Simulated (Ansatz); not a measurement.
# NaCa2H2: the cost of one run

Program: Ansatz 0.2.0. Level of theory: DFT PBE, scalar-relativistic, plane waves, PAW. These are calculated values, not measurements.

3 further runs of the same task are left out: 2 that didn't finish, 1 set aside as unsound or not needed.

### 1 Starting point

It takes space group P4/mmm (No. 123, tetragonal). The conventional cell has a = 4.315 Å, b = 4.315 Å, c = 6.369 Å, α = 90.00°, β = 90.00°, γ = 90.00°. Na (site symmetry 4/mmm) is surrounded by 2 H at 0.95 Å. Ca (site symmetry mmm) is surrounded by 2 Na at 2.16 Å and 4 H at 2.36 Å. H (site symmetry 4mm) has 1 Na at 0.95 Å as nearest neighbours.

Structure file:

```cif
data_structure
_symmetry_space_group_name_H-M 'P4/mmm'
_symmetry_Int_Tables_number 123
_cell_length_a 4.3147
_cell_length_b 4.3147
_cell_length_c 6.3688
_cell_angle_alpha 90.000
_cell_angle_beta 90.000
_cell_angle_gamma 90.000
_cell_volume 118.57
loop_
_atom_site_label
_atom_site_type_symbol
_atom_site_symmetry_multiplicity
_atom_site_Wyckoff_symbol
_atom_site_fract_x
_atom_site_fract_y
_atom_site_fract_z
_atom_site_occupancy
Na1 Na 1 a 0.00000 0.00000 0.00000 1
Ca1 Ca 2 f 0.00000 0.50000 0.00000 1
H1 H 2 g 0.00000 0.00000 0.14854 1
```

A structure generator made this guess: random cell by space group and Wyckoff sites (P4/mmm, No. 123). Its size is a rough estimate.

### 2 Probe: one point on a coarse mesh

The input, input.yaml:

```yaml
crystal:
  lattice:
    - [4.31474875, 0.0, 0.0]
    - [0.0, 4.31474875, 0.0]
    - [0.0, 0.0, 6.36882685]
  atoms:
    - { symbol: Na, position: [0.0, 0.0, 0.0] }
    - { symbol: Ca, position: [0.0, 0.5, 0.0] }
    - { symbol: Ca, position: [0.5, 0.0, 0.0] }
    - { symbol: H, position: [0.0, 0.0, 0.14853859] }
    - { symbol: H, position: [0.0, 0.0, 0.85146141] }
basis:
  ecutwfc: 420
kpoints:
  mp_grid: { grid: [4, 4, 4] }
hamiltonian:
  xc: pbe
scf:
  occupations: { method: gaussian, width: 0.1 }
  lower_state_search: "off"
output:
  forces: true
  stress: true
  eigenvalues: true
```

Launch:

```
$ ansatz run input.yaml --threads 1 --pin off --max-ram 2048MiB --backend cpu --events-out ev --progress --plain --runs-dir out
```

**Question.** How long does this run take on 1 thread of Arm Neoverse V1, shared host, and how much memory does it need?

About 3.6 s, with a peak of 0.34 GiB.
